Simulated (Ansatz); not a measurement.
# r2SCAN/cc-pVDZ run of GeHCl3 (SMILES [Cl][GeH]([Cl])[Cl])

Aim: the electronic atomisation energy of GeHCl3 at r2SCAN/cc-pVDZ, from 4 runs. 

The calculation is run with Ansatz 0.2.0.

61 further runs of the same task are left out: 12 that didn't finish, 49 set aside as unsound or not needed. Runs told in other sessions of the task aren't counted.

### 1 Starting point

GeHCl3 has 5 atoms, charge 0, and is taken as a singlet. SMILES: `[Cl][GeH]([Cl])[Cl]`. Geometry: relaxed at PBE0-D4/def2-TZVP.

Bond lengths: Cl1–Ge2 2.126 Å, Ge2–Cl3 2.126 Å, Ge2–Cl4 2.126 Å, Ge2–H5 1.525 Å. Angles: Cl1–Ge2–Cl3 108.5°, Cl1–Ge2–Cl4 108.5°, Cl3–Ge2–Cl4 108.5°, Cl1–Ge2–H5 110.4°, Cl3–Ge2–H5 110.5°, Cl4–Ge2–H5 110.5°.

### 2 The energy at r2SCAN/cc-pVDZ

File input.yaml:

```yaml
crystal:
  periodic: [false, false, false]
  atoms:
    - symbol: Cl
      position_ang: [-1.177700, -0.012800, 1.700700]
    - symbol: Ge
      position_ang: [0.102400, 0.090600, 0.006200]
    - symbol: Cl
      position_ang: [1.117900, -1.767600, -0.185300]
    - symbol: Cl
      position_ang: [-1.095100, 0.385600, -1.725800]
    - symbol: H
      position_ang: [1.102600, 1.230700, 0.163000]
basis:
  gaussian:
    orbitals: cc-pVDZ
output:
  orbitals: {seedname: orbitals}
hamiltonian:
  xc: {name: r2SCAN}
accuracy: high
```

Command:

```console
$ ansatz run input.yaml --threads 1 --pin off --max-ram 3480MiB --events-out events.jsonl --progress --plain --runs-dir runs
```

Standard output:

```text
Warning: RAYON_NUM_THREADS=1 ignored (pool sized by the plan → 1); use --threads N
Functional definition: r2SCAN
  name "r2SCAN"
  parameter k0 = 0.174
  parameter k1 = 0.065
  parameter a1 = 4.9479
  exchange = r2scan_x(k0 = k0, k1 = k1, a1 = a1)
  correlation = r2scan_c
1925 factors; integrals over basis functions are off by at most 4.6e-9 eV
mean field evaluation 1: about -94101.9688 eV, gradient 1.8e1 eV
mean field evaluation 2: about -94101.5154 eV, gradient 2.2e1 eV
mean field evaluation 4: about -94102.7221 eV, gradient 3.3e-1 eV
mean field evaluation 8: about -94102.7157 eV, gradient 2.0e-2 eV
mean field evaluation 16: about -94102.7157 eV, gradient 6.4e-7 eV
mean field -94102.71573399 eV, -3458.2110181126 hartree, gradient 3.8e-8 eV, S^2 0.000000; 0 other end points of the search recorded, 0 dependent functions left out
reference -94102.71573456 eV, -3458.2110181336 hartree; 42, 42 occupied and 44, 44 virtual orbitals, 1925 factors
Total energy: -94102.71573456 eV, -3458.2110181336 hartree
```

It took 36 s on 1 thread of Arm Neoverse N1, shared host; peak memory 0.28 GiB.

### 3 The Cl atom at the same level

File run.yaml:

```yaml
crystal:
  periodic: [false, false, false]
  atoms:
    - {symbol: Cl, position_ang: [0.000000, 0.000000, 0.000000]}
basis:
  gaussian:
    orbitals: cc-pVDZ
accuracy: high
hamiltonian:
  xc: r2scan
magnetization:
  spin_polarized: true
  initial_magnetization: 1
```

Command:

```console
$ ansatz run run.yaml --threads 1 --pin off --max-ram 3480MiB --events-out events.jsonl --progress --plain --runs-dir runs
```

Standard output, cut to the lines that bear on the results:

```text
Warning: RAYON_NUM_THREADS=1 ignored (pool sized by the plan → 1); use --threads N
[... 7 set-up lines as earlier in the session ...]
141 factors; integrals over basis functions are off by at most 3.0e-9 eV
mean field evaluation 1: about -12520.1266 eV, gradient 3.4e0 eV
mean field evaluation 2: about -12520.1967 eV, gradient 1.2e0 eV
mean field evaluation 4: about -12520.2049 eV, gradient 4.4e-1 eV
mean field evaluation 8: about -12520.2059 eV, gradient 3.2e-5 eV
mean field evaluation 16: about -12520.0136 eV, gradient 5.2e0 eV
mean field evaluation 32: about -12520.2059 eV, gradient 9.0e-5 eV
mean field evaluation 64: about -12520.2059 eV, gradient 4.0e-5 eV
mean field -12520.20591008 eV, -460.1090806952 hartree, gradient 2.4e-8 eV, S^2 0.753137; 8 other end points of the search recorded, 0 dependent functions left out
reference -12520.20591064 eV, -460.1090807156 hartree; 9, 8 occupied and 9, 10 virtual orbitals, 141 factors
Total energy: -12520.20591064 eV, -460.1090807156 hartree
```

Run time: 9 s. Hardware: 1 thread of Arm Neoverse N1, shared host; peak memory 0.12 GiB.

### 4 The Ge atom

File input.yaml:

```yaml
crystal:
  periodic: [false, false, false]
  atoms:
    - symbol: Ge
      position_ang: [0.000000, 0.000000, 0.000000]
basis:
  gaussian: {orbitals: cc-pVDZ}
magnetization: {spin_polarized: true, initial_magnetization: 2}
hamiltonian: {xc: r2scan}
accuracy: high
```

Run the same way, it converges to -2076.87368 Eh (log not shown).

### 5 The H atom, same level

File run.yaml:

```yaml
basis:
  gaussian:
    orbitals: cc-pVDZ
crystal:
  periodic: [false, false, false]
  atoms:
    - {symbol: H, position_ang: [0.000000, 0.000000, 0.000000]}
magnetization:
  spin_polarized: true
  initial_magnetization: 1
hamiltonian:
  xc: {name: r2SCAN}
accuracy: high
```

Command:

```console
$ ansatz run run.yaml --threads 1 --pin off --max-ram 3480MiB --events-out events.jsonl --progress --plain --runs-dir runs
```

Standard output, cut to the lines that bear on the results:

```text
Warning: RAYON_NUM_THREADS=1 ignored (pool sized by the plan → 1); use --threads N
[... 7 set-up lines as earlier in the session ...]
15 factors; integrals over basis functions are off by at most 4.6e-8 eV
mean field evaluation 1: about -13.5843 eV, gradient 1.7e-3 eV
mean field evaluation 2: about -13.5842 eV, gradient 3.3e-3 eV
mean field evaluation 4: about -13.5842 eV, gradient 2.7e-5 eV
mean field -13.58415338 eV, -0.4992084292 hartree, gradient 6.9e-9 eV, S^2 0.750000; 0 other end points of the search recorded, 0 dependent functions left out
reference -13.58415426 eV, -0.4992084615 hartree; 1, 0 occupied and 4, 5 virtual orbitals, 15 factors
Total energy: -13.58415426 eV, -0.4992084615 hartree
```

It took 0.69 s on 1 thread of Arm Neoverse N1, shared host.

### 6 Results

Level: r2SCAN/cc-pVDZ.

| quantity | value |
| --- | --- |
| molecule: total energy | -3458.21102 Eh |
| molecule: HOMO energy | -8.29 eV |
| molecule: LUMO energy | -2.14 eV |
| molecule: HOMO–LUMO gap | 6.15 eV |
| Cl atom: total energy | -460.10908 Eh |
| Cl atom: ⟨S²⟩ | 0.753 |
| Ge atom: total energy | -2076.87368 Eh |
| Ge atom: ⟨S²⟩ | 2.004 |
| H atom: total energy | -0.49921 Eh |
| H atom: ⟨S²⟩ | 0.750 |
| electronic atomisation energy | 13.902 eV |

Taking the molecule apart into free atoms costs 13.90 eV (321 kcal/mol), before zero-point energy and without spin-orbit coupling.
